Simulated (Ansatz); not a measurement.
**BF₂HSi: one structure at several levels**

The task here is to estimate one member of a computed series from the others.

Program: Ansatz 0.2.0, Gaussian basis. Level of theory: single points in def2-TZVPP. These are calculated values, not measurements.

Correlated methods freeze the cores.

## The system as given

SMILES `B=[Si](F)F`, 5 atoms, charge 0, spin multiplicity 1.

Atoms are counted from 1 here; the program's logs count them from 0.

Bond lengths: B1–Si2 1.899 Å, B1–H5 1.238 Å, Si2–F3 1.722 Å, Si2–F4 1.670 Å. Angles: Si2–B1–H5 143.8°, B1–Si2–F3 130.8°, B1–Si2–F4 130.7°, F3–Si2–F4 94.7°.

As a file:

```
B    -0.7101    1.1840   -0.1112
Si    0.2673   -0.4339    0.0761
F    -0.2545   -2.0221    0.4876
F     1.8623   -0.7021    0.4931
H    -1.1998    1.9654   -0.9371
```

The first run:

run/in.yaml reads:

```yaml
crystal:
  periodic: [false, false, false]
  atoms:
    - {symbol: B, position_ang: [-0.710100, 1.184000, -0.111200]}
    - {symbol: Si, position_ang: [0.267300, -0.433900, 0.076100]}
    - {symbol: F, position_ang: [-0.254500, -2.022100, 0.487600]}
    - {symbol: F, position_ang: [1.862300, -0.702100, 0.493100]}
    - {symbol: H, position_ang: [-1.199800, 1.965400, -0.937100]}
basis:
  gaussian: {orbitals: def2-TZVPP}
correlation: {method: ccsd_t}
output: {forces: true}
```

No record of the launch command was kept for these runs.

Among the steps run: CCSD(T)/def2-TZVPP; PBE0-D4/def2-TZVPP; wB97M-V/def2-TZVPP; r2SCAN-D4/def2-TZVPP; PBE-D4/def2-TZVPP; BLYP-D4/def2-TZVPP; r2SCAN0-D4/def2-TZVPP.

One of the session's tables, all rows but one given; the rest of the session is left out.

```
    method  RMS force component (eV/Å)  angle to CCSD(T) forces (°)  dipole (D)
   CCSD(T)                       1.629                    reference        2.26
   PBE0-D4                       1.564                          4.2        2.21
   wB97M-V                       1.495                          6.7        2.14
 r2SCAN-D4                       1.534                          2.4        2.07
    PBE-D4                       1.286                          4.1        1.99
   BLYP-D4                       1.240                          6.7        2.01
r2SCAN0-D4                           ?                            ?           ?
```

Q: Estimate the row for r2SCAN0-D4 from the others.

As computed: RMS force component (eV/Å): 1.718; angle to CCSD(T) forces (°): 5.7; dipole (D): 2.25. In the column «RMS force component (eV/Å)» it is the highest.
